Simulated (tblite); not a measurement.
# CH9ClO2Si3: the cost of one run

Computed with tblite 0.8.0 and PySCF 2.14.0, with density-fitted response routines of our own, on a single molecule in the gas phase. Atoms are numbered from 0 throughout.

## (1) The starting structure

16 atoms, charge 0, multiplicity 1; geometry from: force field or distance geometry start.

Bonds of the start (Å): Si0–C1 1.86, C1–O2 1.41, O2–Si3 1.69, Si3–O4 1.72, O4–Si5 1.73, Si5–Cl6 2.09, Si0–H7 1.47, Si0–H8 1.46, Si0–H9 1.47, C1–H10 1.10, C1–H11 1.12, Si3–H12 1.51, Si3–H13 1.45, Si5–H14 1.48, Si5–H15 1.46.

## (2) Relaxing the molecule with GFN2-xTB

The job: settings as JSON, then the geometry in Å.

```
{"job": {"kind": "relax", "xc": "GFN2-xTB", "basis": "xTB"}, "charge": 0, "multiplicity": 1}
Si    -2.513700     1.279200     0.216500
C     -1.518200    -0.258500    -0.099500
O     -0.132600    -0.054200     0.054100
Si     0.765800    -1.455400    -0.239500
O      2.180600    -0.961600    -1.090400
Si     2.751700     0.389200    -0.172100
Cl     3.879300    -0.368400     1.410700
H     -3.126400     1.699200    -1.048100
H     -1.695600     2.398100     0.681100
H     -3.572200     1.047000     1.215400
H     -1.668000    -0.592700    -1.140900
H     -1.842600    -1.101200     0.568100
H      1.299100    -1.901800     1.097200
H      0.057400    -2.547900    -0.866900
H      1.592400     1.125200     0.387200
H      3.535500     1.312700    -0.984200
```

On the command line:

```
> OMP_NUM_THREADS=1 python probes_run.py task.json out
```

The driver reads the jobs from task.json and runs them one after another.

**Question.** How long does this first job take on 1 thread of Arm Neoverse N1, shared host, and how much memory does it need?

About 2 s, with a peak of 0.18 GiB.
